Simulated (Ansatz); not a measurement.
Crystal: LuNiC2.

```
Lu Ni C
1.0
     3.44770    0.00000    0.00000
     0.00000    2.22836    2.95700
     0.00000   -2.22836    2.95700
Lu Ni C
1 1 2
Direct
  0.00000 0.99823 0.99823
  0.50000 0.38891 0.38891
  0.50000 0.54479 0.85307
  0.50000 0.85307 0.54479
```

The cell is a database's computed one.

```yaml
Program: Ansatz 0.2.0
Task: relaxation of cell and atoms
Functional: RPBE
Potentials_or_basis: Ansatz PAW
Cutoff: "420 eV (not typed: the program's choice for these potentials)"
k_mesh: 8 × 8 × 8
Occupations: fermi-dirac, width 0.05 eV
Spin: collinear spin, ferromagnetic start
Starting_moments: "[0.0, 1.0, 0.0, 0.0] μB"
```

At the start: volume 11.36 Å³/atom.

Problem. How do energy, volume and symmetry change on relaxing?

Solution. It ends after 9 steps and the volume is 11.94 Å³/atom (+5.1 %); space group Amm2 (No. 38, to 0.05 Å); moment 0.00 μB per cell.

Step by step:
| step | energy change (eV) | largest force (eV/Å) | volume (Å³) |
| --- | --- | --- | --- |
| 1 | 0.0000 | 0.1530 | 45.44 |
| 2 | -0.0289 | 0.1996 | 48.35 |
| 3 | -0.0530 | 0.1067 | 47.75 |
| 4 | -0.0533 | 0.0611 | 47.69 |
| 5 | -0.0533 | 0.0896 | 47.72 |
| 6 | -0.0534 | 0.0026 | 47.71 |
| 7 | -0.0577 | 0.0035 | 47.71 |
| 8 | -0.0576 | 0.0003 | 47.75 |
| 9 | -0.0577 | 0.0004 | 47.75 |

Final structure:
```
CELL_PARAMETERS angstrom
3.52050 0.00000 0.00000
0.00000 2.25943 3.00155
0.00000 -2.25943 3.00155
ATOMIC_POSITIONS crystal
Lu 0.00000 0.99919 0.99919
Ni 0.50000 0.38757 0.38757
C 0.50000 0.54643 0.85180
C 0.50000 0.85180 0.54643
```

Caveat: the plane-wave basis is chosen anew once the cell has moved, so the energies of steps on either side of that aren't comparable; the PAW data sets come from PBE, with cores solved anew for the run's functional, which leaves a small shift of forces and pressure; the starting moments weren't kept.
